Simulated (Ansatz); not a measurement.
# Cl: the cost of one run

All numbers below are computed with Ansatz 0.2.0 (DFT r2SCAN+D3(BJ), plane waves, PAW, scalar-relativistic, no spin polarisation).

## 1. The starting structure

The cell holds 24 atoms (Cl24): a = 9.655 Å, b = 9.655 Å, c = 9.655 Å, α = 90.00°, β = 90.00°, γ = 90.00°.

The coordinates stand in the first input below.

## 2. Relaxing the start

input.yaml reads:

```yaml
accuracy: low
crystal:
  lattice:
    - [9.654894, 0.0, 0.0]
    - [0.0, 9.654894, 0.0]
    - [0.0, 0.0, 9.654894]
  atoms:
    - { symbol: Cl, position: [0.0940676, 0.5244142, 0.6297579] }
    - { symbol: Cl, position: [0.0706414, 0.3211256, 0.5887068] }
    - { symbol: Cl, position: [0.5101192, 0.3793379, 1.0954016] }
    - { symbol: Cl, position: [0.4879183, 0.3859449, 0.88798] }
    - { symbol: Cl, position: [0.2681478, 0.7698461, 0.937097] }
    - { symbol: Cl, position: [0.2552559, 0.9684179, 0.8741422] }
    - { symbol: Cl, position: [0.7844174, 0.8026132, 0.9850895] }
    - { symbol: Cl, position: [0.8039837, 0.817188, 0.7778095] }
    - { symbol: Cl, position: [0.5609942, 0.3527701, 0.5037534] }
    - { symbol: Cl, position: [0.6372416, 0.5430879, 0.5428139] }
    - { symbol: Cl, position: [0.9081162, 0.616299, 0.2844423] }
    - { symbol: Cl, position: [0.8460717, 0.4231097, 0.333316] }
    - { symbol: Cl, position: [0.2937973, 0.9502871, 0.3905541] }
    - { symbol: Cl, position: [0.3274014, 0.7484071, 0.4314869] }
    - { symbol: Cl, position: [1.0103292, 0.1434057, 0.3299521] }
    - { symbol: Cl, position: [0.9870309, -0.0191015, 0.4588274] }
    - { symbol: Cl, position: [0.5969592, 0.8874855, 0.5419886] }
    - { symbol: Cl, position: [0.6146211, 0.8918445, 0.3340719] }
    - { symbol: Cl, position: [0.9028036, 0.4474835, 0.9913271] }
    - { symbol: Cl, position: [0.9872352, 0.2566961, 0.9969588] }
    - { symbol: Cl, position: [0.5646804, 0.0551688, 0.8317163] }
    - { symbol: Cl, position: [0.6663749, 0.1041967, 1.0072576] }
    - { symbol: Cl, position: [0.4826684, 0.6827926, 1.0925179] }
    - { symbol: Cl, position: [0.5561184, 0.6809429, 0.8971671] }
basis:
  ecutwfc: 500.0
kpoints:
  mp_grid: { grid: [1, 1, 1] }
hamiltonian:
  xc: r2scan
  dispersion: d3bj
scf:
  occupations: { method: fermi_dirac, width: 0.05 }
  lower_state_search: "off"
relax:
  f_tol: 0.3
  max_steps: 15
  adjacent_minimum: "off"
```

Launch:

```bash
$ ansatz run input.yaml --threads 2 --pin off --max-ram 5120MiB --backend cpu --events-out ev --progress --plain --runs-dir out
```

**Question.** How long does this run take on 2 threads of Arm Neoverse V1, shared host, and how much memory does it need?

About 4 min, with a peak of 1.2 GiB.
